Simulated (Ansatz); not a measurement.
# Al3Bi2O: the cost of one run

Method: DFT PBE, scalar-relativistic, plane waves, PAW, unless a step names another level, in Ansatz 0.2.0.

7 further runs of the same task are left out: 3 that didn't finish, 4 set aside as unsound or not needed. Runs told in other sessions of the task aren't counted.

## Step 1: The starting structure

It takes space group Amm2 (No. 38, orthorhombic). The conventional cell has a = 10.277 Å, b = 3.245 Å, c = 8.591 Å, α = 90.00°, β = 90.00°, γ = 90.00°. Al (site symmetry m) is surrounded by 1 O at 2.02 Å. Al (site symmetry mm2) is surrounded by 2 O at 1.89 Å. Around Bi (site symmetry m) lie 4 Al at 2.92 to 3.31 Å and 2 Bi at 3.25 Å. Around O (site symmetry mm2) lie 4 Al at 1.89 to 2.02 Å.

Coordinates:

```cif
data_structure
_symmetry_space_group_name_H-M 'Amm2'
_symmetry_Int_Tables_number 38
_cell_length_a 10.2771
_cell_length_b 3.2454
_cell_length_c 8.5914
_cell_angle_alpha 90.000
_cell_angle_beta 90.000
_cell_angle_gamma 90.000
_cell_volume 286.55
loop_
_atom_site_label
_atom_site_type_symbol
_atom_site_symmetry_multiplicity
_atom_site_Wyckoff_symbol
_atom_site_fract_x
_atom_site_fract_y
_atom_site_fract_z
_atom_site_occupancy
Al1 Al 4 c 0.65335 0.50000 0.31117 1
Al2 Al 2 b 0.50000 0.00000 0.05055 1
Bi1 Bi 4 c 0.81799 0.00000 0.10922 1
O1 O 2 b 0.50000 0.50000 0.16355 1
```

It came out lowest among 31 distinct ends of the trial cells. At a tolerance of 0.05 Å it has space group Amm2 (No. 38).

## Step 2: Relaxing to 0.001 eV/Å, on the response runs' mesh and smearing

input.yaml

```yaml
crystal:
  lattice:
    - [10.2770663817, 0.0, 0.0]
    - [0.0, 1.6226783202, 4.2957053439]
    - [0.0, -1.6226783202, 4.2957053439]
  atoms:
    - { symbol: Al, position: [0.6533520682, 0.8111660971, 0.8111660971] }
    - { symbol: Al, position: [0.3466479318, 0.8111660971, 0.8111660971] }
    - { symbol: Al, position: [0.5, 0.050547398, 0.050547398] }
    - { symbol: Bi, position: [0.8179900647, 0.1092206252, 0.1092206252] }
    - { symbol: Bi, position: [0.1820099353, 0.1092206252, 0.1092206252] }
    - { symbol: O, position: [0.5, 0.6635549874, 0.6635549874] }
basis:
  ecutwfc: 420
kpoints:
  mp_grid: { grid: [4, 8, 8] }
hamiltonian:
  xc: pbe
scf:
  occupations: { method: gaussian, width: 0.1 }
output:
  forces: true
  stress: true
  eigenvalues: true
relax:
  adjacent_minimum: "off"
  f_tol: 0.001
  max_steps: 60
  cell: { stress_tol: 0.01 }
```

Run with:

```
ansatz run input.yaml --threads 3 --pin off --max-ram 7680MiB --backend cpu --events-out ev --progress --plain --runs-dir out
```

What time and memory should one allow on 3 threads of Arm Neoverse V1, shared host?

About 39 s, with a peak of 0.52 GiB.
